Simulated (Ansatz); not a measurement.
# Ba2YReO6: a short molecular-dynamics run

A trajectory of Ba2YReO6, a randomly packed cell with 10 atoms that was not relaxed first: 20 steps of 0.5 fs under a Nosé-Hoover thermostat at 300 K.

Method: DFT PBE+D3(BJ) with three-body term, plane waves, PAW, scalar-relativistic, no spin polarisation, in Ansatz 0.2.0.

The cell holds 10 atoms (Ba2O6ReY): a = 6.801 Å, b = 4.942 Å, c = 4.640 Å, α = 89.81°, β = 81.56°, γ = 88.56°.

As a file:

```
CELL_PARAMETERS angstrom
6.74531 0.62987 0.59957
-0.35233 4.92575 0.19371
0.28871 -0.14563 4.62916
ATOMIC_POSITIONS crystal
Ba 0.81428 0.90105 0.03392
Ba 0.26820 0.12642 0.15771
Y 0.33223 0.62581 0.68002
O 0.86198 0.24894 0.46431
O 0.98380 0.41542 0.88657
O 0.82190 0.60512 0.48620
O 0.11609 0.17553 0.69001
O 0.04107 0.45609 0.51272
O 0.80205 0.40241 0.16931
Re 0.56148 0.11836 0.59143
```

The structure above is the start of the run; the results belong to its end.

| quantity | value |
| --- | --- |
| length | 20 steps of 0.5 fs |
| temperature, first and last step | 300 and 6727 K |
| temperature, second half | mean 4581 K, from 2401 to 6727 K |
| potential energy, second half | -507 meV/atom from the start |
| largest change of the conserved energy | 0.49 meV/atom |
| mean square displacement, second half | O 0.021, Ba 0.000, Re 0.000, Y 0.000 Å² |

In words: Against a set 300 K the second half averages 4581 K, going from 2401 to 6727 K over that half; the potential energy of that half lies 507 meV/atom under the start, so the atoms have moved to lower-lying arrangements, and the energy set free heats the cell. The conserved energy strays from its start by at most 0.49 meV/atom, 0.1 % of the mean kinetic energy, so a step of 0.5 fs is short enough over this time. Over the second half O atoms stand 0.1 Å (root mean square) from where they began, and the farthest move is 0.3 Å. Settings off the usual here: scf.convergence.dr2_threshold, scf.eigensolver.kind, basis.precision, hamiltonian.dispersion. Averages from a run of 10 fs with 10 atoms are rough. The k-mesh is coarse.

Q: Write an input and a launch command for the first run that leads to these results.

One input that does so (others would too):

input.yaml reads:

```yaml
crystal:
  lattice:
    - [6.745309, 0.629871, 0.599574]
    - [-0.35233, 4.925753, 0.193706]
    - [0.288714, -0.145634, 4.629163]
  atoms:
    - { symbol: Ba, position: [0.814283, 0.901054, 0.03392] }
    - { symbol: Ba, position: [0.268196, 0.126418, 0.157706] }
    - { symbol: "Y", position: [0.332229, 0.625806, 0.680021] }
    - { symbol: O, position: [0.861983, 0.248943, 0.464312] }
    - { symbol: O, position: [0.983797, 0.41542, 0.88657] }
    - { symbol: O, position: [0.821904, 0.605116, 0.486203] }
    - { symbol: O, position: [0.116088, 0.175528, 0.690012] }
    - { symbol: O, position: [0.041068, 0.456089, 0.512725] }
    - { symbol: O, position: [0.802053, 0.402405, 0.169312] }
    - { symbol: Re, position: [0.56148, 0.118365, 0.591426] }
kpoints:
  mp_grid: { grid: [2, 3, 3] }
magnetization:
  spin_polarized: false
scf:
  occupations: { method: fermi_dirac, width: 0.05 }
  convergence: { dr2_threshold: 1.0e-08 }
  eigensolver: { kind: davidson }
hamiltonian:
  pseudopotentials: { kind: paw }
  xc: pbe
  dispersion: d3bjatm
basis:
  ecutwfc: 420
  precision: f64
md:
  timestep: 0.5
  n_steps: 20
  ensemble: nvt_nose_hoover
  temperature: 300.0
  initial_velocities: maxwell_boltzmann
  seed: 143541
```

Started as:

```sh
> ansatz run input.yaml --threads 2 --pin off --max-ram 2560MiB --backend cpu --events-out ev --progress --plain --runs-dir out
```
